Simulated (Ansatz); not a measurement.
**ClH₆NSi₂Sn: basis-set convergence**

One table from this session's results is given with a row withheld; the runs are named, their logs left out.

Program: Ansatz 0.2.0, Gaussian basis. Level of theory: one geometry, several basis sets. These are calculated values, not measurements.

The runs, in order: PBE0-D4/def2-SVP; ωB97M-V/def2-SVP; PBE0-D4/def2-QZVPP; ωB97M-V/def2-QZVPP; the functionals' def2-TZVPP values are taken from earlier runs.

**Structure used throughout**

The geometry comes from an earlier relaxation with PBE0-D4 in a triple-zeta def2 set; it is a stationary point, not always the lowest conformer. Sn takes the def2 core potential; no spin-orbit term is included.

SMILES `[SiH3][N]([SiH3])[Sn][Cl]`, 11 atoms, charge 0, spin multiplicity 1.

Atoms are counted from 1 here; the program's logs count them from 0.

Bond lengths: Si1–N2 1.745 Å, Si1–H6 1.493 Å, Si1–H7 1.484 Å, Si1–H8 1.484 Å, N2–Si3 1.733 Å, N2–Sn4 2.050 Å, Si3–H9 1.487 Å, Si3–H10 1.494 Å, Si3–H11 1.487 Å, Sn4–Cl5 2.384 Å. Angles: N2–Si1–H6 106.5°, N2–Si1–H7 112.0°, N2–Si1–H8 112.0°, H6–Si1–H7 108.3°, H6–Si1–H8 108.3°, H7–Si1–H8 109.6°, Si1–N2–Si3 118.3°, Si1–N2–Sn4 124.8°, Si3–N2–Sn4 116.9°, N2–Si3–H9 112.3°, N2–Si3–H10 106.8°, N2–Si3–H11 112.3°, H9–Si3–H10 108.5°, H9–Si3–H11 108.3°, H10–Si3–H11 108.5°, N2–Sn4–Cl5 94.7°.

As a file:

```xyz
11
charge 0, multiplicity 1
Si   -1.0163    0.4508    0.8634
N     0.0273   -0.1362   -0.4063
Si    1.7120   -0.3410   -0.0566
Sn   -0.5903   -0.6070   -2.3040
Cl   -2.8756   -0.0564   -1.9093
H    -0.1506    0.6554    2.0619
H    -1.6408    1.7499    0.5120
H    -2.0719   -0.5314    1.2123
H     2.3694    0.9372    0.3257
H     2.3543   -0.8480   -1.3070
H     1.9480   -1.3301    1.0286
```

The first run:

The input, in.yaml:

```yaml
crystal:
  periodic: [false, false, false]
  atoms:
    - {symbol: Si, position_ang: [-1.016259, 0.450792, 0.863361]}
    - {symbol: N, position_ang: [0.027322, -0.136181, -0.406261]}
    - {symbol: Si, position_ang: [1.712043, -0.340968, -0.056565]}
    - {symbol: Sn, position_ang: [-0.590328, -0.607038, -2.303958]}
    - {symbol: Cl, position_ang: [-2.875571, -0.056443, -1.909330]}
    - {symbol: H, position_ang: [-0.150602, 0.655400, 2.061858]}
    - {symbol: H, position_ang: [-1.640765, 1.749897, 0.511984]}
    - {symbol: H, position_ang: [-2.071929, -0.531393, 1.212341]}
    - {symbol: H, position_ang: [2.369375, 0.937156, 0.325689]}
    - {symbol: H, position_ang: [2.354322, -0.848009, -1.307030]}
    - {symbol: H, position_ang: [1.947992, -1.330113, 1.028609]}
basis:
  gaussian: {orbitals: def2-SVP}
hamiltonian: {xc: pbe0, dispersion: d4}
output: {orbitals: {seedname: orbitals}}
```

Command:

```console
> ansatz run in.yaml --threads 4 --pin off --events-out ev --progress --plain --max-ram 11315MiB
```

Among the steps run: PBE0-D4 in def2-SVP; ωB97M-V in def2-SVP; PBE0-D4 in def2-QZVPP; ωB97M-V in def2-QZVPP.

One of the session's tables, all rows but one given; the rest of the session is left out.

It belongs to the step «Functionals by basis». 

| functional | basis | HOMO (eV) | LUMO (eV) |
| --- | --- | --- | --- |
| PBE0-D4 | def2-SVP | -7.68 | -2.57 |
| PBE0-D4 | def2-TZVPP | ? | ? |
| PBE0-D4 | def2-QZVPP | -7.79 | -2.69 |
| ωB97M-V | def2-SVP | -9.71 | -0.79 |
| ωB97M-V | def2-TZVPP | -9.86 | -0.97 |
| ωB97M-V | def2-QZVPP | -9.88 | -1.01 |

**Question.** Estimate the row for PBE0-D4, def2-TZVPP.

The run gave: HOMO (eV): -7.78; LUMO (eV): -2.67. In the column «HOMO (eV)» it lies between PBE0-D4, def2-QZVPP (-7.79) and PBE0-D4, def2-SVP (-7.68).
